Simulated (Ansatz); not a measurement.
# CH6ClO2Sn: the cost of one run

All numbers below are computed with Ansatz 0.2.0 (UHF/def2-SVP).

### 1 The starting structure

Bond lengths: Sn1–H2 1.990 Å, Sn1–Cl3 2.410 Å, Sn1–O4 1.959 Å, O4–H5 1.010 Å, Sn1–O6 1.959 Å, O6–H7 1.010 Å, C8–H9 1.110 Å, C8–H10 1.110 Å, C8–H11 1.110 Å. Angles: H2–Sn1–Cl3 109.4°, H2–Sn1–O4 109.5°, H2–Sn1–O6 109.5°, Cl3–Sn1–O4 109.5°, Cl3–Sn1–O6 109.5°, O4–Sn1–O6 109.5°, Sn1–O4–H5 109.5°, Sn1–O6–H7 109.5°, H9–C8–H10 109.4°, H9–C8–H11 109.4°, H10–C8–H11 109.4°.

Coordinates:

```xyz
11

Sn    0.0000    0.0000    0.0000
H     0.0000    0.0000    1.9900
Cl    2.2726    0.0000   -0.8025
O    -0.9232    1.5994   -0.6527
H    -1.8810    1.3686   -0.8751
O    -0.9232   -1.5994   -0.6527
H    -1.3778   -2.0650    0.1197
C     0.0000    0.0000    3.4000
H    -0.5653   -0.8805    3.7705
H     1.0452   -0.0494    3.7705
H    -0.4798    0.9298    3.7705
```

### 2 A restrained relaxation towards end A

Springs on the bonds that form and break draw the guess towards this end; the thresholds are loose.

File input.yaml:

```yaml
crystal:
  periodic: [false, false, false]
  atoms:
    - { symbol: Sn, position_ang: [0.0, 0.0, 0.0] }
    - { symbol: H, position_ang: [0.0, 0.0, 1.99] }
    - { symbol: Cl, position_ang: [2.2726, 0.0, -0.8025] }
    - { symbol: O, position_ang: [-0.9232, 1.5994, -0.6527] }
    - { symbol: H, position_ang: [-1.881, 1.3686, -0.8751] }
    - { symbol: O, position_ang: [-0.9232, -1.5994, -0.6527] }
    - { symbol: H, position_ang: [-1.3778, -2.065, 0.1197] }
    - { symbol: C, position_ang: [0.0, 0.0, 3.4] }
    - { symbol: H, position_ang: [-0.5653, -0.8805, 3.7705] }
    - { symbol: H, position_ang: [1.0452, -0.0494, 3.7705] }
    - { symbol: H, position_ang: [-0.4798, 0.9298, 3.7705] }
magnetization:
  spin_polarized: true
  initial_magnetization: 1
basis:
  gaussian: { orbitals: def2-SVP }
hamiltonian:
  xc: hf
relax:
  f_tol: 0.15
  max_steps: 25
  restrain:
    - { distance: [1, 7], at: 2.31, k: 30.0 }
    - { distance: [0, 1], at: 1.74, k: 30.0 }
output:
  orbitals: {}
```

Command:

```sh
$ ansatz run input.yaml --threads 4 --pin off --max-ram 5120MiB --backend cpu --events-out ev --progress --plain --runs-dir out
```

Q: Estimate wall time and peak memory on 4 threads of Intel Xeon 6975P-C (Granite Rapids), shared host.

About 20 s, with a peak of 0.39 GiB.
